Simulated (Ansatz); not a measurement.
# CH4BClSe: the cost of one run

The runs use Ansatz 0.2.0; RKS PBE-D4/def2-TZVP.

### 1 The starting structure

8 atoms, charge 0, spin multiplicity 1.

Atoms are counted from 1 here; the program's logs count them from 0.

Bond lengths: C1–B2 1.568 Å, C1–H5 1.112 Å, C1–H6 1.112 Å, C1–H7 1.106 Å, B2–Cl3 1.779 Å, B2–Se4 1.944 Å, Se4–H8 1.486 Å. Angles: B2–C1–H5 109.5°, B2–C1–H6 109.8°, B2–C1–H7 114.6°, H5–C1–H6 105.6°, H5–C1–H7 108.4°, H6–C1–H7 108.6°, C1–B2–Cl3 119.7°, C1–B2–Se4 125.5°, Cl3–B2–Se4 114.8°, B2–Se4–H8 95.3°.

As a file:

```xyz
8
CH4BClSe
C     0.02059    0.92993   -0.01314
B     0.51804   -0.55477   -0.08986
Cl    2.24215   -0.89470   -0.36449
Se   -0.60368   -2.13095    0.09984
H     0.54641    1.45600    0.81335
H     0.30655    1.47133   -0.94080
H    -1.06946    1.04284    0.13860
H    -1.86851   -1.37668    0.30060
```

This geometry comes from a loose relaxation at PBE in a small basis, which is not shown.

### 3 Setting up the map

- angle C1–B2–Se4: 7 values from 90.6 to 160.6 °
- dihedral C1–B2–Se4–H8: 8 values from −180 to 135 °, periodic

Nothing else is relaxed (all other coordinates rigid). Energies count from the relaxed molecule at the same level. Points are written as (first, second).

(The set-up runs are not shown.)

### 4 Point (114.0°, 45°)

Input file input.yaml:

```yaml
crystal:
  periodic: [false, false, false]
  atoms:
    - { symbol: C, position_ang: [-0.261631, 0.798153, 0.034127] }
    - { symbol: B, position_ang: [0.516126, -0.550688, -0.086485] }
    - { symbol: Cl, position_ang: [2.234765, -0.891196, -0.357311] }
    - { symbol: Se, position_ang: [-0.603562, -2.127271, 0.095792] }
    - { symbol: H, position_ang: [0.152269, 1.394169, 0.864412] }
    - { symbol: H, position_ang: [-0.10513, 1.403237, -0.874133] }
    - { symbol: H, position_ang: [-1.341274, 0.684244, 0.194074] }
    - { symbol: H, position_ang: [-1.682326, -1.628679, -0.790896] }
basis:
  gaussian: { orbitals: def2-TZVP }
hamiltonian:
  xc: pbe
  dispersion: d4
output:
  forces: true
```

Run with:

```sh
> ansatz run input.yaml --threads 1 --pin off --max-ram 2560MiB --backend cpu --events-out ev --progress --plain --runs-dir out
```

What time and memory should one allow on 1 thread of Intel Xeon Platinum 8259CL at 2.50GHz (Skylake/Cascade Lake), shared host?

About 6.4 s, with a peak of 0.22 GiB.
